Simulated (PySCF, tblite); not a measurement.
# methyl diselenide (C₂H₆Se₂): dynamics, then NMR shifts on frames

Aim: move methyl diselenide (C₂H₆Se₂) (`C[Se][Se]C`) away from its starting geometry and see how NMR shifts follow the geometry.

Programs: tblite 0.8.0 and PySCF 2.14.0, with density-fitted response routines of our own. Each step states its level of theory. These are calculated values for one molecule in the gas phase, unless marked as measured. Atoms count from 0, in the outputs and in this text.

### 1 The starting structure

10 atoms, charge 0, multiplicity 1; geometry from: GFN2-xTB.

Bonds of the start (Å): C0–Se1 1.97, Se1–Se2 2.29, Se2–C3 1.97, C0–H4 1.09, C0–H5 1.09, C0–H6 1.09, C3–H7 1.09, C3–H8 1.09, C3–H9 1.09.

### 2 A short Langevin run with GFN2-xTB

The job: settings as JSON, then the geometry in Å.

```
{"job": {"kind": "md", "xc": "GFN2-xTB", "basis": "xTB", "temperature": 400, "steps": 2000, "every": 50, "frames": 5}, "charge": 0, "multiplicity": 1}
C      2.031369    -0.002412     0.112646
Se     0.752049     1.493698     0.000953
Se    -1.096083     0.535407     0.959488
C     -1.992420    -0.212966    -0.630438
H      3.000839     0.383737    -0.186478
H      1.722912    -0.798827    -0.558952
H      2.069823    -0.360171     1.137395
H     -2.090781     0.566945    -1.379685
H     -1.416104    -1.047788    -1.019477
H     -2.972720    -0.552969    -0.310821
```

Method: GFN2-xTB Langevin dynamics, gas phase.

Run with:

```bash
$ OMP_NUM_THREADS=1 python probes_run.py task.json out
```

This one command runs all jobs of the session in turn.

Log:

```text
t/fs     T/K      E/eV
    0.0   339.0   -372.95970
   25.0   195.7   -372.51497
   50.0   326.7   -372.59074
   75.0   331.4   -372.61108
  100.0   233.9   -372.60433
  125.0   358.4   -372.69179
  150.0   251.6   -372.49707
  175.0   319.9   -372.52326
  200.0   350.5   -372.42558
  225.0   464.8   -372.44582
  250.0   509.4   -372.60962
  275.0   334.2   -372.50114
  300.0   326.6   -372.60251
  325.0   408.7   -372.54861
  350.0   343.1   -372.57124
  375.0   304.5   -372.63321
  400.0   313.3   -372.70889
  425.0   254.2   -372.62248
  450.0   248.2   -372.55015
  475.0   385.9   -372.63184
  500.0   262.4   -372.53716
  525.0   384.8   -372.66460
  550.0   269.7   -372.48248
  575.0   398.0   -372.71415
  600.0   455.8   -372.67024
  625.0   364.2   -372.63542
  650.0   247.7   -372.76146
  675.0   210.1   -372.63086
  700.0   435.7   -372.75304
  725.0   328.9   -372.62511
  750.0   423.0   -372.52964
  775.0   447.5   -372.50458
  800.0   388.8   -372.68298
  825.0   326.1   -372.56382
  850.0   351.1   -372.53685
  875.0   371.0   -372.58066
  900.0   388.6   -372.57616
  925.0   496.4   -372.38135
  950.0   498.3   -372.61647
  975.0   709.9   -372.49289
 1000.0   461.4   -372.36518
```

Run time: 11 s. Hardware: 1 thread of Arm Neoverse N1, shared host; peak memory 0.18 GiB.

Distance from the start (root mean square after alignment): 0 fs 0.00 Å, 200 fs 0.44 Å, 400 fs 0.41 Å, 600 fs 0.28 Å, 800 fs 0.81 Å, 1000 fs 1.04 Å.

Positions (Å) and forces (eV/Å) at 1000 fs:

```xyz
10

C     1.189    1.629    0.570   -0.018    1.060    0.808
Se   -0.573    1.736   -0.427    0.815   -0.128    0.038
Se   -1.586    0.881    1.439   -0.925    0.853    0.425
C    -1.201   -0.992    1.257    0.842   -0.594   -1.898
H     0.896    2.268    1.449    0.836   -0.464   -0.692
H     2.185    1.914    0.168   -1.145    0.121   -0.214
H     1.262    0.614    0.914    0.059   -0.473    0.069
H    -0.635   -0.956    0.239   -1.008   -0.775    1.458
H    -0.481   -1.316    2.013   -0.429   -0.089   -0.057
H    -2.131   -1.610    1.206    0.974    0.489    0.063
```

### 3 NMR shieldings: 250 fs, PBE0/pcSseg-1

The job: settings as JSON, then the geometry in Å.

```
{"job": {"kind": "nmr", "xc": "PBE0", "basis": "pcSseg-1", "pop": false}, "charge": 0, "multiplicity": 1}
C      1.961200     0.240800     0.062200
Se     0.574400     1.673300     0.086300
Se    -1.268600     0.509600     1.036200
C     -1.689500    -0.641100    -0.582800
H      2.810900     0.878800    -0.226800
H      1.647400    -0.536000    -0.711800
H      2.182800    -0.146500     1.057700
H     -1.548700     0.142600    -1.318200
H     -0.938900    -1.485400    -0.620800
H     -2.708300    -0.963100    -0.557800
```

Level: GIAO PBE0/pcSseg-1 NMR shielding, non-relativistic, gas phase.

Log:

```text
coarse grid: 39856 points
cycle   1  E = -4881.7085551631  dE = -2.009e+00  |g| = 9.513e-01  |ddm| = 3.009e+00
cycle   2  E = -4881.7136116252  dE = -5.056e-03  |g| = 5.921e-01  |ddm| = 4.613e-01
cycle   3  E = -4881.7350636270  dE = -2.145e-02  |g| = 1.676e-01  |ddm| = 4.071e-01
cycle   4  E = -4881.7398932246  dE = -4.830e-03  |g| = 5.352e-02  |ddm| = 2.011e-01
cycle   5  E = -4881.7407532504  dE = -8.600e-04  |g| = 3.968e-03  |ddm| = 5.210e-02
cycle   6  E = -4881.7407563666  dE = -3.116e-06  |g| = 9.567e-04  |ddm| = 6.616e-03
final grid: 80800 points
cycle   7  E = -4881.7406985860  dE =  4.947e-08  |g| = 1.188e-03  |ddm| = 2.693e-03
cycle   8  E = -4881.7406983335  dE =  2.525e-07  |g| = 1.655e-03  |ddm| = 3.200e-03
cycle   9  E = -4881.7406988977  dE = -5.642e-07  |g| = 1.497e-04  |ddm| = 1.830e-03
cycle  10  E = -4881.7406989035  dE = -5.784e-09  |g| = 1.970e-05  |ddm| = 1.749e-04
cycle  11  E = -4881.7406989035  dE = -6.730e-11  |g| = 2.425e-06  |ddm| = 2.089e-05
converged SCF energy = -4881.7406989035

GIAO shielding tensors (ppm)
atom      isotropic    diamagn.    paramagn.     s11        s22        s33       span
  0 C      160.507     246.575     -86.068    136.661    163.603    181.257     44.596
  1 Se    1257.628    2997.952   -1740.324    790.493   1129.270   1853.121   1062.628
  2 Se    1272.142    2997.632   -1725.490    894.196   1048.076   1874.154    979.958
  3 C      157.220     249.610     -92.390    120.542    167.086    184.034     63.492
  4 H       29.109      27.752       1.357     22.556     25.892     38.880     16.324
  5 H       27.340      28.013      -0.673     21.051     26.249     34.719     13.668
  6 H       29.072      28.653       0.419     24.124     26.762     36.329     12.205
  7 H       28.673      29.869      -1.196     22.377     27.991     35.652     13.275
  8 H       27.510      29.003      -1.493     21.650     26.327     34.554     12.904
  9 H       29.678      29.194       0.484     24.069     26.256     38.710     14.642
```

Wall time 20 s (1 thread of Arm Neoverse N1, shared host); peak memory 0.67 GiB.

Shifts follow as δ = σ(reference) − σ, with reference shieldings (ppm) from runs at the same level and on the same kind of geometry: ¹H TMS 31.72, ¹³C TMS 186.9, ⁷⁷Se Me2Se 1758. The references are single molecules in the gas phase. Each atom is listed at this fixed geometry, with no averaging over motion; a spectrum would average atoms that exchange fast.

```
atoms                               environment  σ (ppm)  δ (ppm)
   C3                methyl carbon bonded to Se    157.2     29.7
   C0                methyl carbon bonded to Se    160.5     26.4
   H5  hydrogen on a methyl carbon bonded to Se    27.34     4.38
   H8  hydrogen on a methyl carbon bonded to Se    27.51     4.21
   H7  hydrogen on a methyl carbon bonded to Se    28.67     3.04
   H6  hydrogen on a methyl carbon bonded to Se    29.07     2.65
   H4  hydrogen on a methyl carbon bonded to Se    29.11     2.61
   H9  hydrogen on a methyl carbon bonded to Se    29.68     2.04
  Se1                  selenium bonded to C, Se     1258      501
  Se2                  selenium bonded to C, Se     1272      486
```

### 4 Nuclear shieldings: 425 fs, PBE0/pcSseg-1

The job: settings as JSON, then the geometry in Å.

```
{"job": {"kind": "nmr", "xc": "PBE0", "basis": "pcSseg-1", "pop": false}, "charge": 0, "multiplicity": 1}
C      1.999900     0.447300     0.510300
Se     0.429400     1.598000     0.011100
Se    -1.204500     0.558700     1.134300
C     -1.788800    -0.536600    -0.364100
H      3.002400     0.952400     0.507900
H      2.031400    -0.478300    -0.102500
H      1.720200     0.049600     1.505500
H     -2.597100    -0.092700    -0.970800
H     -0.973800    -0.577500    -1.056600
H     -2.136400    -1.471600    -0.073100
```

With the program's defaults for keys left out, this is: GIAO PBE0/pcSseg-1 NMR shielding, non-relativistic, gas phase.

Log:

```text
coarse grid: 39856 points
cycle   1  E = -4881.7016247419  dE = -1.809e+00  |g| = 9.661e-01  |ddm| = 3.114e+00
cycle   2  E = -4881.7005457235  dE =  1.079e-03  |g| = 6.393e-01  |ddm| = 5.413e-01
cycle   3  E = -4881.7315920165  dE = -3.105e-02  |g| = 1.802e-01  |ddm| = 4.948e-01
cycle   4  E = -4881.7378657071  dE = -6.274e-03  |g| = 4.827e-02  |ddm| = 2.127e-01
cycle   5  E = -4881.7385223777  dE = -6.567e-04  |g| = 4.586e-03  |ddm| = 4.675e-02
cycle   6  E = -4881.7385266205  dE = -4.243e-06  |g| = 1.753e-03  |ddm| = 6.768e-03
final grid: 80800 points
cycle   7  E = -4881.7384887598  dE =  8.472e-07  |g| = 2.485e-03  |ddm| = 4.020e-03
cycle   8  E = -4881.7384867996  dE =  1.960e-06  |g| = 3.623e-03  |ddm| = 5.591e-03
cycle   9  E = -4881.7384904968  dE = -3.697e-06  |g| = 1.382e-04  |ddm| = 3.334e-03
cycle  10  E = -4881.7384905019  dE = -5.060e-09  |g| = 2.673e-05  |ddm| = 1.805e-04
cycle  11  E = -4881.7384905020  dE = -1.182e-10  |g| = 3.001e-06  |ddm| = 2.326e-05
converged SCF energy = -4881.7384905020

GIAO shielding tensors (ppm)
atom      isotropic    diamagn.    paramagn.     s11        s22        s33       span
  0 C      150.419     249.505     -99.086    102.199    159.427    189.632     87.433
  1 Se    1443.814    2996.770   -1552.955   1140.599   1268.928   1921.916    781.317
  2 Se    1627.571    2997.091   -1369.520   1315.014   1420.589   2147.111    832.097
  3 C      156.950     247.814     -90.864    104.129    167.075    199.646     95.517
  4 H       28.571      27.376       1.195     23.116     24.702     37.896     14.780
  5 H       28.144      29.655      -1.511     23.225     25.947     35.258     12.033
  6 H       29.379      29.122       0.257     23.826     28.644     35.669     11.843
  7 H       28.617      28.350       0.268     23.829     25.161     36.862     13.033
  8 H       30.479      30.420       0.059     24.131     30.690     36.616     12.486
  9 H       30.568      30.645      -0.077     24.387     26.525     40.793     16.405
```

Wall time 19 s (1 thread of Arm Neoverse N1, shared host); peak memory 0.74 GiB.

Key values: δ C0 36.5, C3 30.0, Se1 314, Se2 131, H5 3.57, H4 3.15 ppm.

### 5 NMR shieldings: 625 fs, PBE0/pcSseg-1

The job: settings as JSON, then the geometry in Å.

```
{"job": {"kind": "nmr", "xc": "PBE0", "basis": "pcSseg-1", "pop": false}, "charge": 0, "multiplicity": 1}
C      1.977300     0.791400     0.154700
Se     0.176700     1.574300    -0.027700
Se    -1.027700     0.416300     1.373100
C     -1.899000    -0.863400     0.308300
H      2.644500     1.445600    -0.373400
H      2.123200    -0.245000    -0.285000
H      2.319600     0.773400     1.226100
H     -2.658500    -0.441600    -0.329000
H     -1.270700    -1.530400    -0.236700
H     -2.484700    -1.434900     1.049100
```

With the program's defaults for keys left out, this is: GIAO PBE0/pcSseg-1 NMR shielding, non-relativistic, gas phase.

Log:

```text
coarse grid: 39856 points
cycle   1  E = -4881.7034042578  dE = -1.689e+00  |g| = 9.619e-01  |ddm| = 3.137e+00
cycle   2  E = -4881.7048329655  dE = -1.429e-03  |g| = 6.253e-01  |ddm| = 5.150e-01
cycle   3  E = -4881.7342028887  dE = -2.937e-02  |g| = 1.713e-01  |ddm| = 4.596e-01
cycle   4  E = -4881.7396920512  dE = -5.489e-03  |g| = 4.497e-02  |ddm| = 2.003e-01
cycle   5  E = -4881.7402608445  dE = -5.688e-04  |g| = 4.297e-03  |ddm| = 4.470e-02
cycle   6  E = -4881.7402645195  dE = -3.675e-06  |g| = 1.522e-03  |ddm| = 6.523e-03
final grid: 80800 points
cycle   7  E = -4881.7402430811  dE =  5.073e-07  |g| = 2.079e-03  |ddm| = 3.406e-03
cycle   8  E = -4881.7402419208  dE =  1.160e-06  |g| = 2.931e-03  |ddm| = 4.557e-03
cycle   9  E = -4881.7402442321  dE = -2.311e-06  |g| = 1.519e-04  |ddm| = 2.672e-03
cycle  10  E = -4881.7402442376  dE = -5.445e-09  |g| = 2.335e-05  |ddm| = 1.889e-04
cycle  11  E = -4881.7402442376  dE = -6.639e-11  |g| = 2.872e-06  |ddm| = 2.185e-05
converged SCF energy = -4881.7402442376

GIAO shielding tensors (ppm)
atom      isotropic    diamagn.    paramagn.     s11        s22        s33       span
  0 C      157.668     245.230     -87.562    128.433    154.918    189.651     61.219
  1 Se    1686.317    2996.500   -1310.184   1247.706   1746.480   2064.764    817.057
  2 Se    1775.590    2996.363   -1220.773   1335.209   1823.122   2168.440    833.231
  3 C      171.546     245.301     -73.754    148.257    169.507    196.875     48.618
  4 H       30.397      28.485       1.913     24.317     26.497     40.378     16.062
  5 H       28.285      28.167       0.118     23.205     25.806     35.846     12.641
  6 H       28.807      27.469       1.338     23.596     26.380     36.446     12.850
  7 H       29.798      28.678       1.121     23.816     27.059     38.520     14.704
  8 H       30.161      29.762       0.399     24.190     27.950     38.342     14.152
  9 H       30.060      27.655       2.404     23.394     26.207     40.578     17.184
```

It took 19 s on 1 thread of Arm Neoverse N1, shared host; peak memory 0.81 GiB.

Key values: δ C0 29.3, C3 15.4, Se1 72, Se2 -17, H5 3.43, H6 2.91 ppm.

### 6 Nuclear shieldings: 800 fs, PBE0/pcSseg-1

The job: settings as JSON, then the geometry in Å.

```
{"job": {"kind": "nmr", "xc": "PBE0", "basis": "pcSseg-1", "pop": false}, "charge": 0, "multiplicity": 1}
C      1.640500     1.368100    -0.041200
Se    -0.282700     1.562000    -0.264600
Se    -0.975600     0.535200     1.680100
C     -1.845700    -1.051700     0.931700
H      2.085400     1.976800     0.778400
H      1.953700     1.785400    -0.982100
H      1.923900     0.327800     0.252300
H     -2.733500    -0.672200     0.417500
H     -1.173300    -1.484000     0.156600
H     -2.140900    -1.835800     1.660500
```

Level: GIAO PBE0/pcSseg-1 NMR shielding, non-relativistic, gas phase.

Log:

```text
coarse grid: 39856 points
cycle   1  E = -4881.7084555122  dE = -1.874e+00  |g| = 9.560e-01  |ddm| = 3.061e+00
cycle   2  E = -4881.7113678649  dE = -2.912e-03  |g| = 6.087e-01  |ddm| = 4.831e-01
cycle   3  E = -4881.7369234436  dE = -2.556e-02  |g| = 1.663e-01  |ddm| = 4.329e-01
cycle   4  E = -4881.7418712659  dE = -4.948e-03  |g| = 4.517e-02  |ddm| = 1.910e-01
cycle   5  E = -4881.7424468960  dE = -5.756e-04  |g| = 3.544e-03  |ddm| = 4.327e-02
cycle   6  E = -4881.7424493274  dE = -2.431e-06  |g| = 9.555e-04  |ddm| = 6.206e-03
final grid: 80800 points
cycle   7  E = -4881.7424419956  dE =  1.161e-07  |g| = 1.286e-03  |ddm| = 2.835e-03
cycle   8  E = -4881.7424416368  dE =  3.588e-07  |g| = 1.830e-03  |ddm| = 3.549e-03
cycle   9  E = -4881.7424423695  dE = -7.328e-07  |g| = 1.216e-04  |ddm| = 2.045e-03
cycle  10  E = -4881.7424423732  dE = -3.652e-09  |g| = 1.622e-05  |ddm| = 1.476e-04
cycle  11  E = -4881.7424423732  dE = -5.275e-11  |g| = 2.707e-06  |ddm| = 1.596e-05
converged SCF energy = -4881.7424423732

GIAO shielding tensors (ppm)
atom      isotropic    diamagn.    paramagn.     s11        s22        s33       span
  0 C      159.498     246.765     -87.267    133.628    153.084    191.782     58.154
  1 Se    1533.122    2997.772   -1464.650   1166.286   1335.624   2097.457    931.171
  2 Se    1481.068    2996.699   -1515.631   1104.305   1260.316   2078.582    974.277
  3 C      161.334     249.069     -87.735    123.683    173.657    186.662     62.979
  4 H       28.781      27.701       1.081     23.825     26.175     36.344     12.518
  5 H       29.717      28.869       0.848     22.547     25.722     40.882     18.335
  6 H       28.594      28.588       0.006     23.181     27.252     35.350     12.169
  7 H       28.746      29.074      -0.328     22.234     26.706     37.298     15.064
  8 H       28.942      29.678      -0.736     23.091     27.862     35.873     12.782
  9 H       29.301      27.793       1.508     23.728     25.240     38.933     15.205
```

It took 19 s on 1 thread of Arm Neoverse N1, shared host; peak memory 0.82 GiB.

Key values: δ C0 27.4, C3 25.6, Se2 277, Se1 225, H6 3.12, H7 2.97 ppm.

### 7 NMR shieldings: 1000 fs, PBE0/pcSseg-1

The job: settings as JSON, then the geometry in Å.

```
{"job": {"kind": "nmr", "xc": "PBE0", "basis": "pcSseg-1", "pop": false}, "charge": 0, "multiplicity": 1}
C      1.188600     1.628600     0.569800
Se    -0.573100     1.735800    -0.427000
Se    -1.585600     0.881100     1.438800
C     -1.201200    -0.992100     1.256700
H      0.895900     2.268400     1.448600
H      2.185100     1.913800     0.167500
H      1.262300     0.613900     0.914000
H     -0.634800    -0.956300     0.239100
H     -0.480800    -1.316300     2.013300
H     -2.131500    -1.610000     1.206200
```

Level: GIAO PBE0/pcSseg-1 NMR shielding, non-relativistic, gas phase.

Log:

```text
coarse grid: 39856 points
cycle   1  E = -4881.6966435765  dE = -1.876e+00  |g| = 9.565e-01  |ddm| = 3.095e+00
cycle   2  E = -4881.6991926994  dE = -2.549e-03  |g| = 6.104e-01  |ddm| = 4.948e-01
cycle   3  E = -4881.7235953310  dE = -2.440e-02  |g| = 1.748e-01  |ddm| = 4.497e-01
cycle   4  E = -4881.7291247899  dE = -5.529e-03  |g| = 5.432e-02  |ddm| = 2.121e-01
cycle   5  E = -4881.7299663088  dE = -8.415e-04  |g| = 4.903e-03  |ddm| = 5.361e-02
cycle   6  E = -4881.7299706457  dE = -4.337e-06  |g| = 1.722e-03  |ddm| = 8.171e-03
final grid: 80800 points
cycle   7  E = -4881.7299751203  dE =  5.517e-07  |g| = 2.413e-03  |ddm| = 4.665e-03
cycle   8  E = -4881.7299738340  dE =  1.286e-06  |g| = 3.497e-03  |ddm| = 6.471e-03
cycle   9  E = -4881.7299763593  dE = -2.525e-06  |g| = 1.258e-04  |ddm| = 3.821e-03
cycle  10  E = -4881.7299763637  dE = -4.462e-09  |g| = 2.647e-05  |ddm| = 1.603e-04
cycle  11  E = -4881.7299763638  dE = -1.255e-10  |g| = 3.379e-06  |ddm| = 2.507e-05
converged SCF energy = -4881.7299763638

GIAO shielding tensors (ppm)
atom      isotropic    diamagn.    paramagn.     s11        s22        s33       span
  0 C      147.264     248.049    -100.785     89.004    174.357    178.430     89.426
  1 Se    1216.373    2997.458   -1781.085    522.996   1220.174   1905.948   1382.952
  2 Se    1444.599    2996.046   -1551.447   1124.858   1168.406   2040.533    915.675
  3 C      151.230     252.081    -100.851    101.886    164.814    186.988     85.102
  4 H       27.729      28.364      -0.635     22.178     26.028     34.981     12.803
  5 H       28.828      27.567       1.260     23.399     24.775     38.308     14.909
  6 H       29.741      30.898      -1.157     23.420     29.909     35.894     12.474
  7 H       27.440      28.306      -0.866     20.342     28.584     33.394     13.052
  8 H       28.055      29.620      -1.565     22.604     25.115     36.447     13.844
  9 H       27.458      28.176      -0.717     22.009     24.226     36.139     14.130
```

It took 20 s on 1 thread of Arm Neoverse N1, shared host; peak memory 0.72 GiB.

This run: δ C0 39.7, C3 35.7, Se1 542, Se2 314, H7 4.28, H9 4.26 ppm.

### 8 Comparing the runs: NMR shifts

Shifts (ppm) of some atoms, chosen among heavy atoms and hydrogens apart, with basis size and wall time:

```
  frame    C3    C0    H8    H4    H9  Se1  Se2  functions  time
 250 fs  29.7  26.4  4.21  2.61  2.04  501  486        146  20 s
 425 fs  30.0  36.5  1.24  3.15  1.15  314  131        146  19 s
 625 fs  15.4  29.3  1.56  1.32  1.66   72  -17        146  19 s
 800 fs  25.6  27.4  2.77  2.94  2.42  225  277        146  19 s
1000 fs  35.7  39.7  3.66  3.99  4.26  542  314        146  20 s
```

### 9 What came out

| quantity | value |
| --- | --- |
| thermostat | 400 K |
| mean temperature, second half | 391 K |
| mean potential energy above the minimum | 0.37 eV |
| ¹³C shifts against TMS (PBE0/pcSseg-1, 250 fs) | 29.7, 26.4 ppm |
| ¹H shifts against TMS (PBE0/pcSseg-1, 250 fs) | 4.38, 4.21, 3.04, 2.65, 2.61, 2.04 ppm |
| ⁷⁷Se shifts against Me2Se (PBE0/pcSseg-1, 250 fs) | 501, 486 ppm |
| range of the shift of Se2 | -17 to 486 ppm |

In the second half the potential energy averages 0.37 eV above the minimum; equipartition over 24 harmonic modes at 400 K would give 0.41 eV. With 10 atoms the temperature swings widely (196 to 710 K). Shifts at one fixed geometry are not the observed spectrum, which averages over the motion. In the first frame run (250 fs): Shielding is most anisotropic at Se1 (span 1063 ppm, paramagnetic term -1740 ppm). In ppm, Se2 moves most: its shift spreads over 503 ppm, from -17 (625 fs) to 486 (250 fs). Spin-orbit coupling is left out, which matters for shieldings and couplings at and beside the heavy atoms.
